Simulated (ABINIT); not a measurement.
# HfGe (P-6m2) in ABINIT: single point with LDA-PZ

Aim: the single point of HfGe with LDA-PZ.

Everything below comes from runs of ABINIT 10.8.3 (patched build). Logs are shortened: lines on timing, memory, paths and dates and some standing lists are left out, and cuts for length are marked. The log counts tension as positive stress, the text compression.

**1. Starting point**

It takes space group P-6m2 (No. 187, hexagonal). Conventional cell: a = 3.934 Å, b = 3.934 Å, c = 3.510 Å, α = 90.00°, β = 90.00°, γ = 120.00°. Around Hf (site symmetry -6m2) lie 3 Ge at 2.27 Å. Ge (site symmetry -6m2) is surrounded by 3 Hf at 2.27 Å.

The cell was built by a generator and needn't be a form met in nature.

**2. Single point, LDA-PZ**

Input file run.abi:

```
# Pseudopotentials
pp_dirpath "./"
pseudos "Hf.upf, Ge.upf"

# Structure
acell 3*1.0
rprim
     7.4332554557     0.0000000000     0.0000000000
    -3.7166277184     6.4373880428     0.0000000000
     0.0000000000     0.0000000000     6.6322194488
ntypat 2
znucl 72 32
natom 2
typat 1 2
xred
     0.0000000000     0.0000000000     0.5000000000
     0.3333333300     0.6666666700     0.5000000000

# Plane-wave basis
ecut 35.0

# k points
kptopt 1
ngkpt 6 6 6
nshiftk 1
shiftk 0.0 0.0 0.0

# Exchange and correlation
ixc 2

# Bands and occupations
nband 17
occopt 3
tsmear 0.00183747

# SCF cycle
nstep 100
tolvrs 1.0e-10

# Output
iomode 3
prtwf 0
prtden 0
prteig 0
prtebands 0
```

Potentials or basis: PseudoDojo NC SR LDA v0.4.1 standard.

Command:

```console
abinit run.abi > log 2>&1
```

run.abo:

```text
.Version 10.8.3 of ABINIT
 Symmetries : space group P-6 m 2 (#187); Bravais hP (primitive hexag.)
================================================================================
 Values of the parameters that define the memory need of the present run
     intxc =       0    ionmov =       0      iscf =       7    lmnmax =       8
     lnmax =       8     mgfft =      40  mpssoang =       4    mqgrid =    3001
     natom =       2  nloc_mem =       1    nspden =       1   nspinor =       1
    nsppol =       1      nsym =      12    n1xccc =    2501    ntypat =       2
    occopt =       3   xclevel =       1
       mpw =        3168          nfft =       57600          nkpt =          28
================================================================================
================================================================================

--------------------------------------------------------------------------------
------------- Echo of variables that govern the present computation ------------
--------------------------------------------------------------------------------
 -outvars: echo values of preprocessed input variables --------
            acell      1.0000000000E+00  1.0000000000E+00  1.0000000000E+00 Bohr
              amu      1.78490000E+02  7.26100000E+01
             ecut      3.50000000E+01 Hartree
              ixc           2
         kptrlatt        6    0    0      0    6    0      0    0    6
          kptrlen      3.97933167E+01
            natom           2
            nband          17
            ngfft          40      40      36
             nkpt          28
            nstep         100
             nsym          12
           ntypat           2
           occopt           3
           prtden           0
        prtebands           0
           prteig           0
            prtwf           0
            rprim      7.4332554557E+00  0.0000000000E+00  0.0000000000E+00
                      -3.7166277184E+00  6.4373880428E+00  0.0000000000E+00
                       0.0000000000E+00  0.0000000000E+00  6.6322194488E+00
          spgroup         187
           tolvrs      1.00000000E-10
           tsmear      1.83747000E-03 Hartree
            typat      1  2
           xangst      0.0000000000E+00  0.0000000000E+00  1.7548096938E+00
                       3.3338167862E-09  2.2710126985E+00  1.7548096938E+00
            xcart      0.0000000000E+00  0.0000000000E+00  3.3161097244E+00
                       6.3000006798E-09  4.2915920285E+00  3.3161097244E+00
             xred      0.0000000000E+00  0.0000000000E+00  5.0000000000E-01
                       3.3333333333E-01  6.6666666667E-01  5.0000000000E-01
            znucl       72.00000   32.00000

[... 96 lines left out ...]
...

 Integrated electronic density in atomic spheres:
 ------------------------------------------------
 Atom  Sphere_radius  Integrated_density
    1        2.00000          8.60890461
    2        2.00000         11.88364599
================================================================================

 ----iterations are completed or convergence reached----

 Mean square residual over all n,k,spin=   17.448E-07; max=  43.918E-05
 reduced coordinates (array xred) for    2 atoms
       0.000000000000      0.000000000000      0.500000000000
       0.333333333333      0.666666666667      0.500000000000
 rms dE/dt=  5.0341E-25; max dE/dt=  1.1029E-24; dE/dt below (all hartree)
    1       0.000000000000      0.000000000000      0.000000000000
    2       0.000000000000      0.000000000000      0.000000000000

 cartesian coordinates (angstrom) at end:
    1      0.00000000000000     0.00000000000000     1.75480969381582
    2      0.00000000333382     2.27101269845214     1.75480969381582

 cartesian forces (hartree/bohr) at end:
    1      0.00000000000000     0.00000000000000    -0.00000000000000
    2     -0.00000000000000    -0.00000000000000    -0.00000000000000
 frms,max,avg= 2.4729126E-26 3.7093690E-26   0.000E+00  0.000E+00  0.000E+00 h/b

 cartesian forces (eV/Angstrom) at end:
    1      0.00000000000000     0.00000000000000    -0.00000000000000
    2     -0.00000000000000    -0.00000000000000    -0.00000000000000
 frms,max,avg= 1.2716228E-24 1.9074342E-24   0.000E+00  0.000E+00  0.000E+00 e/A
 length scales=  1.000000000000  1.000000000000  1.000000000000 bohr
              =  0.529177210544  0.529177210544  0.529177210544 angstroms
 Fermi (or HOMO) energy (hartree) =   0.21958   Average Vxc (hartree)=  -0.39678
 Eigenvalues (hartree) for nkpt=  28  k points:
 kpt#   1, nband= 17, wtk=  0.00463, kpt=  0.0000  0.0000  0.0000 (reduced coord)
  -2.05152   -0.90996   -0.90996   -0.90087   -0.66394   -0.66310   -0.66310   -0.66262
  -0.66262   -0.15526    0.12467    0.12467    0.16992    0.31058    0.33054    0.33054
   0.40442
      occupation numbers for kpt#   1
   2.00000    2.00000    2.00000    2.00000    2.00000    2.00000    2.00000    2.00000
   2.00000    2.00000    2.00000    2.00000    2.00000    0.00000    0.00000    0.00000
   0.00000
 prteigrs : prtvol=0 or 1, do not print more k-points.

--- !EnergyTerms
iteration_state     : {dtset: 1, }
comment             : Components of total free energy in Hartree
kinetic             :  8.14952395464115E+01
hartree             :  4.04612207566006E+01
xc                  : -3.57044501525914E+01
Ewald energy        : -8.19399500280673E+01
psp_core            :  4.27933896156522E+00
local_psp           : -1.10807185394914E+02
non_local_psp       : -4.33219321834274E+01
internal            : -1.45537718494423E+02
'-kT*entropy'       : -6.47820128166816E-04
total_energy        : -1.45538366314551E+02
total_energy_eV     : -3.96030069939431E+03
band_energy         : -1.54834976941339E+01
...

 Cartesian components of stress tensor (hartree/bohr^3)
  sigma(1 1)= -1.63665755E-03  sigma(3 2)=  0.00000000E+00
  sigma(2 2)= -1.63665750E-03  sigma(3 1)=  0.00000000E+00
  sigma(3 3)=  4.75555852E-04  sigma(2 1)= -1.73922116E-11

-Cartesian components of stress tensor (GPa)         [Pressure=  2.7438E+01 GPa]
- sigma(1 1)= -4.81521277E+01  sigma(3 2)=  0.00000000E+00
- sigma(2 2)= -4.81521261E+01  sigma(3 1)=  0.00000000E+00
- sigma(3 3)=  1.39913362E+01  sigma(2 1)= -5.11696531E-07

== END DATASET(S) ==============================================================
================================================================================

 -outvars: echo values of variables after computation  --------
            acell      1.0000000000E+00  1.0000000000E+00  1.0000000000E+00 Bohr
           etotal     -1.4553836631E+02
            fcart      3.7093689635E-26  2.1416051690E-26 -0.0000000000E+00
                      -3.7093689635E-26 -2.1416051690E-26 -0.0000000000E+00
            rprim      7.4332554557E+00  0.0000000000E+00  0.0000000000E+00
                      -3.7166277184E+00  6.4373880428E+00  0.0000000000E+00
                       0.0000000000E+00  0.0000000000E+00  6.6322194488E+00
           strten     -1.6366575544E-03 -1.6366575005E-03  4.7555585229E-04
                       0.0000000000E+00  0.0000000000E+00 -1.7392211568E-11
           xangst      0.0000000000E+00  0.0000000000E+00  1.7548096938E+00
                       3.3338167862E-09  2.2710126985E+00  1.7548096938E+00
             xred      0.0000000000E+00  0.0000000000E+00  5.0000000000E-01
                       3.3333333333E-01  6.6666666667E-01  5.0000000000E-01
 Calculation completed.
```

It took 45 s on 1 thread of Arm Neoverse V2, shared host; peak memory 0.08 GiB.

Results:

```yaml
Free_energy: -3960.3007 eV
Band_gap_on_the_k_mesh: none (metal or under the smearing width)
Valence_electrons_inside_the_program's_atomic_spheres: Hf 8.61; Ge 11.88
```

Levels at points of the mesh, in eV from the Fermi level:
```tsv
k point	band 10	band 11	band 12	band 13	band 14	band 15	band 16	band 17
(0.00, 0.00, 0.00)	-10.20	-2.58	-2.58	-1.35	2.48	3.02	3.02	5.03
(0.50, 0.00, 0.00)	-8.43	-3.77	-0.84	-0.07	0.12	1.45	2.71	3.37
(0.00, 0.00, 0.50)	-9.14	-3.17	-2.18	-2.18	1.34	1.34	4.87	6.67
(0.50, 0.00, 0.50)	-7.48	-3.36	-2.43	0.48	0.71	1.32	1.96	4.31
```

Caveat: the cutoff is too short for stress, so the log's stress isn't used. The run has no spin-orbit coupling, so splittings on Hf are missing.
